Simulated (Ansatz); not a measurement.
# C3H9GaGe: up Jacob's ladder to CCSD(T)

One table from this session's results is given with a row withheld; the runs are named, their logs left out.

The runs use Ansatz 0.2.0, Gaussian basis; functionals in def2-TZVPP, the program's frozen cores in correlated methods.

Levels to be run: LDA (SPW92), PBE-D4, revPBE-D4, BLYP-D4, r2SCAN-D4, B97M-V, PBE0-D4, B3LYP-D4, r2SCANh-D4, r2SCAN0-D4, HSE06-D4, BHLYP-D4, CAM-B3LYP-D4, LC-ωPBE, ωB97X-V, ωB97M-V, B2PLYP, PBE-QIDH; CCSD(T)/def2-SVP; CCSD(T)/def2-TZVPP; MP2/def2-QZVPP; extrapolation to the limit; RPA on PBE.

## The relaxed structure

The geometry comes from an earlier relaxation with PBE0-D4 in a triple-zeta def2 set; it is a stationary point, not always the lowest conformer.

SMILES `[GaH2][CH]1C[CH2][GeH2]1`, 14 atoms, charge 0, spin multiplicity 1.

Atoms are counted from 1 here; the program's logs count them from 0.

Bond lengths: Ga1–C2 1.953 Å, Ga1–H6 1.572 Å, Ga1–H7 1.575 Å, C2–C3 1.554 Å, C2–Ge5 1.995 Å, C2–H8 1.091 Å, C3–C4 1.545 Å, C3–H9 1.095 Å, C3–H10 1.094 Å, C4–Ge5 1.969 Å, C4–H11 1.092 Å, C4–H12 1.089 Å, Ge5–H13 1.541 Å, Ge5–H14 1.546 Å. Angles: C2–Ga1–H6 120.0°, C2–Ga1–H7 119.6°, H6–Ga1–H7 120.3°, Ga1–C2–C3 118.5°, Ga1–C2–Ge5 108.4°, Ga1–C2–H8 110.5°, C3–C2–Ge5 87.4°, C3–C2–H8 115.6°, Ge5–C2–H8 114.4°, C2–C3–C4 102.9°, C2–C3–H9 114.7°, C2–C3–H10 109.6°, C4–C3–H9 113.4°, C4–C3–H10 109.5°, H9–C3–H10 106.7°, C3–C4–Ge5 88.5°, C3–C4–H11 111.9°, C3–C4–H12 116.2° and more.

Set-up of the first run:

in.yaml

```yaml
crystal:
  periodic: [false, false, false]
  atoms:
    - {symbol: Ga, position_ang: [-1.573250, 0.163810, 1.536935]}
    - {symbol: C, position_ang: [0.182456, 0.528016, 0.763371]}
    - {symbol: C, position_ang: [1.056095, -0.673770, 0.309030]}
    - {symbol: C, position_ang: [0.617425, -0.884865, -1.157615]}
    - {symbol: Ge, position_ang: [-0.057209, 0.965291, -1.167968]}
    - {symbol: H, position_ang: [-2.355386, 1.305220, 2.282124]}
    - {symbol: H, position_ang: [-2.230987, -1.254215, 1.341315]}
    - {symbol: H, position_ang: [0.701333, 1.296276, 1.338643]}
    - {symbol: H, position_ang: [0.954611, -1.572498, 0.926457]}
    - {symbol: H, position_ang: [2.112989, -0.391193, 0.336889]}
    - {symbol: H, position_ang: [-0.221947, -1.579273, -1.235399]}
    - {symbol: H, position_ang: [1.396155, -1.194786, -1.852301]}
    - {symbol: H, position_ang: [0.894879, 2.050808, -1.707444]}
    - {symbol: H, position_ang: [-1.477173, 1.241159, -1.714058]}
basis:
  gaussian: {orbitals: def2-TZVPP}
hamiltonian: {xc: lda}
output: {orbitals: {seedname: orbitals}}
```

On the command line:

```sh
ansatz run in.yaml --threads 2 --pin off --events-out ev --progress --plain --max-ram 22528MiB --backend cuda --devices 0, --max-vram 18GiB
```

Among the steps run: LDA; PBE-D4 (GGA); revPBE-D4 (GGA); BLYP-D4 (GGA); r2SCAN-D4 (meta-GGA); B97M-V (meta-GGA); B3LYP-D4 (hybrid); r2SCANh-D4 (hybrid); r2SCAN0-D4 (hybrid); HSE06-D4 (hybrid); BHLYP-D4 (hybrid); CAM-B3LYP-D4 (range-separated); LC-ωPBE (range-separated); ωB97X-V (range-separated); ωB97M-V (range-separated); B2PLYP (double hybrid); PBE-QIDH (double hybrid).

One table of the session follows, with a row left open; its other results are not shown here.

It belongs to the step «Frontier levels by functional». 

```
  functional  HOMO (eV)  LUMO (eV)  gap (eV)
 LDA (SPW92)      -6.24      -2.40      3.85
      PBE-D4      -6.11      -2.11      4.00
   revPBE-D4      -6.06      -1.98      4.08
     BLYP-D4      -5.98      -2.05      3.93
   r2SCAN-D4      -6.33      -1.86      4.47
      B97M-V      -6.41      -2.09      4.32
     PBE0-D4      -7.22      -1.32      5.89
    B3LYP-D4      -7.02      -1.59      5.43
  r2SCANh-D4          ?          ?         ?
  r2SCAN0-D4      -7.36      -1.18      6.18
    HSE06-D4      -6.82      -1.69      5.14
    BHLYP-D4      -8.22      -0.58      7.65
CAM-B3LYP-D4      -8.50      -0.45      8.05
     LC-ωPBE      -9.80       0.73     10.53
     ωB97X-V      -9.47       0.56     10.03
     ωB97M-V      -9.35       0.33      9.67
```

**Question.** Estimate the row for r2SCANh-D4.

Worked estimate for «HOMO (eV)». Against the share of exact exchange, r2SCAN-D4 (0, -6.33), r2SCAN0-D4 (0.25, -7.36) give a slope of -4.12 per unit share; at 0.1 the line stands at -6.74.

**Answer.** HOMO (eV): -6.74; LUMO (eV): -1.58; gap (eV): 5.16. In «HOMO (eV)» the line misses by 0.00.
